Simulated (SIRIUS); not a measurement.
**TiPd: equation of state with PBE**

Crystal: TiPd.

```xyz
2
Lattice="3.1800 0.0000 0.0000 0.0000 3.1800 0.0000 0.0000 0.0000 3.1800" Properties=species:S:1:pos:R:3 pbc="T T T"
Pd    0.0000    0.0000    0.0000
Ti    1.5900    1.5900    1.5900
```

```json
{
 "Program": "SIRIUS 7.12.0",
 "Task": "equation of state",
 "Functional": "PBE",
 "Potentials or basis": "all-electron FP-LAPW",
 "Cutoff": "183 eV",
 "Basis": "apw+lo standard",
 "k mesh": "8 × 8 × 8",
 "Occupations": "fermi-dirac, width 0.05 eV",
 "Spin": "no spin polarisation"
}
```

```
Equilibrium volume                      : 16.02 Å³/atom
Bulk modulus                            : 152 GPa
Pressure derivative of the bulk modulus : 4.4
```

Energy against volume, from the lowest point:
| volume (Å³/atom) | energy (meV/atom) |
| --- | --- |
| 15.114 | 26.90 |
| 15.436 | 10.77 |
| 15.757 | 1.95 |
| 16.079 | 0.00 |
| 16.400 | 3.97 |
| 16.722 | 13.24 |
| 17.043 | 27.43 |

All runs of the series together: 8 min on 1 thread of Arm Neoverse V2, on a shared host.

Caveat: the basis cutoff falls short for Ag, Pd and Pb here, so volumes come out up to a per cent or two small and moduli rough.
